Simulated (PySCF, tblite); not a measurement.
# C5H7FSi: geometry, infrared bands and NMR shifts

What infrared bands and NMR shifts should C5H7FSi (`CC1=C(F)C=C[SiH2]1`) show?

Programs: tblite 0.8.0 and PySCF 2.14.0, with density-fitted response routines of our own. Each step states its level of theory. These are calculated values for one molecule in the gas phase, unless marked as measured. Atoms are numbered from 0 throughout.

## 1. The starting structure

14 atoms, charge 0, multiplicity 1; geometry from: force field or distance geometry start.

Bonds of the start (Å): C0–C1 1.50, C1–C2 1.33, C2–F3 1.35, C2–C4 1.46, C4–C5 1.35, C5–Si6 1.88, Si6–C1 1.88, C0–H7 1.09, C0–H8 1.09, C0–H9 1.09, C4–H10 1.08, C5–H11 1.08, Si6–H12 1.47, Si6–H13 1.49.

## 2. Optimising the geometry with GFN2-xTB

Job settings and geometry (Å):

```
{"job": {"kind": "relax", "xc": "GFN2-xTB", "basis": "xTB"}, "charge": 0, "multiplicity": 1}
C      2.078000     0.059200    -0.081200
C      0.586100     0.130900    -0.004600
C     -0.179200     1.170000     0.326600
F      0.305600     2.393300     0.618600
C     -1.621500     0.950800     0.337100
C     -2.002700    -0.299900     0.007100
Si    -0.495500    -1.372800    -0.353500
H      2.397800    -0.207300    -1.086100
H      2.528700     1.026300     0.160600
H      2.466400    -0.675200     0.628500
H     -2.304400     1.753800     0.575800
H     -3.007200    -0.687300    -0.046000
H     -0.437100    -1.792800    -1.760700
H     -0.315800    -2.449600     0.655700
```

Launch:

```bash
$ OMP_NUM_THREADS=1 python probes_run.py task.json out
```

The driver reads the jobs from task.json and runs them one after another.

**Question.** This job is followed by: GFN2-xTB harmonic vibrations, gas phase; GIAO PBE0/pcSseg-1 NMR shielding, non-relativistic, gas phase. What will the session give for the following? strongest single infrared mode (GFN2-xTB); zero-point energy (GFN2-xTB); 13C shifts against TMS (PBE0/pcSseg-1); 1H shifts against TMS (PBE0/pcSseg-1, means over atoms taken as alike); 19F shifts against CFCl3 (PBE0/pcSseg-1); 29Si shifts against TMS (PBE0/pcSseg-1).

As calculated:

```
                                                              quantity                                 value
                             strongest single infrared mode (GFN2-xTB)                 2264 cm⁻¹, 417 km/mol
                                          zero-point energy (GFN2-xTB)                         62.2 kcal/mol
                                13C shifts against TMS (PBE0/pcSseg-1)  174.4, 153.6, 131.8, 115.1, 13.4 ppm
1H shifts against TMS (PBE0/pcSseg-1, means over atoms taken as alike)            7.06, 6.14, 4.59, 2.10 ppm
                              19F shifts against CFCl3 (PBE0/pcSseg-1)                            -105.2 ppm
                               29Si shifts against TMS (PBE0/pcSseg-1)                             -44.5 ppm
```

In words: The optimisation took 31 steps and gained 0.093 eV; among the close pairs (by a distance rule), Si6–H13 changed most, from 1.487 to 1.463 Å. All 36 modes are real, so the xTB geometry is a minimum. Unscaled tight-binding wavenumbers are off by several per cent, some by more. Its intensities can rank the bands wrongly.
